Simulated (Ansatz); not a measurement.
# CH3BrFGe radical: basis-set convergence

One table from this session's results is given with a row withheld; the runs are named, their logs left out.

The runs use Ansatz 0.2.0, Gaussian basis; one geometry, several basis sets.

The runs, in order: PBE0-D4/def2-SVP; ωB97M-V/def2-SVP; PBE0-D4/def2-QZVPP; ωB97M-V/def2-QZVPP; the functionals' def2-TZVPP values are taken from earlier runs.

## Structure used throughout

All runs share one geometry, relaxed beforehand with PBE0-D4 in a triple-zeta def2 set.

SMILES `[CH3][Ge]([F])[Br]`, 7 atoms, charge 0, spin multiplicity 2.

Atoms are counted from 1 here; the program's logs count them from 0.

Bond lengths: C1–Ge2 1.963 Å, C1–H5 1.089 Å, C1–H6 1.089 Å, C1–H7 1.091 Å, Ge2–F3 1.746 Å, Ge2–Br4 2.319 Å. Angles: Ge2–C1–H5 109.5°, Ge2–C1–H6 109.2°, Ge2–C1–H7 106.8°, H5–C1–H6 110.5°, H5–C1–H7 110.4°, H6–C1–H7 110.3°, C1–Ge2–F3 105.2°, C1–Ge2–Br4 109.8°, F3–Ge2–Br4 105.5°.

Set-up of the first run:

The input, in.yaml:

```yaml
crystal:
  periodic: [false, false, false]
  atoms:
    - {symbol: C, position_ang: [-0.079591, 0.910387, -0.064255]}
    - {symbol: Ge, position_ang: [-0.325424, -0.931599, 0.568623]}
    - {symbol: F, position_ang: [1.220977, -1.398798, 1.230271]}
    - {symbol: Br, position_ang: [-0.676718, -2.342890, -1.237154]}
    - {symbol: H, position_ang: [-0.973559, 1.234186, -0.595002]}
    - {symbol: H, position_ang: [0.115267, 1.560036, 0.788297]}
    - {symbol: H, position_ang: [0.780148, 0.900678, -0.736580]}
basis:
  gaussian: {orbitals: def2-SVP}
magnetization: {spin_polarized: true, initial_magnetization: 1}
hamiltonian: {xc: pbe0, dispersion: d4}
output: {orbitals: {seedname: orbitals}}
```

On the command line:

```bash
$ ansatz run in.yaml --threads 2 --pin off --events-out ev --progress --plain --max-ram 31744MiB --backend cpu
```

Steps of the session up to this table: PBE0-D4 in def2-SVP; ωB97M-V in def2-SVP; PBE0-D4 in def2-QZVPP; ωB97M-V in def2-QZVPP.

One table of the session follows, with a row left open; its other results are not shown here.

It belongs to the step «Density functionals: the series». 

```
functional       basis  HOMO (eV)  LUMO (eV)
   PBE0-D4    def2-SVP          ?          ?
   PBE0-D4  def2-TZVPP      -6.80      -3.58
   PBE0-D4  def2-QZVPP      -6.83      -3.62
   ωB97M-V    def2-SVP      -8.68      -1.68
   ωB97M-V  def2-TZVPP      -8.78      -1.79
   ωB97M-V  def2-QZVPP      -8.82      -1.88
```

Q: Estimate the row for PBE0-D4, def2-SVP from the others.

**Answer.** HOMO (eV): -6.71; LUMO (eV): -3.52. In the column «HOMO (eV)» it is the highest.
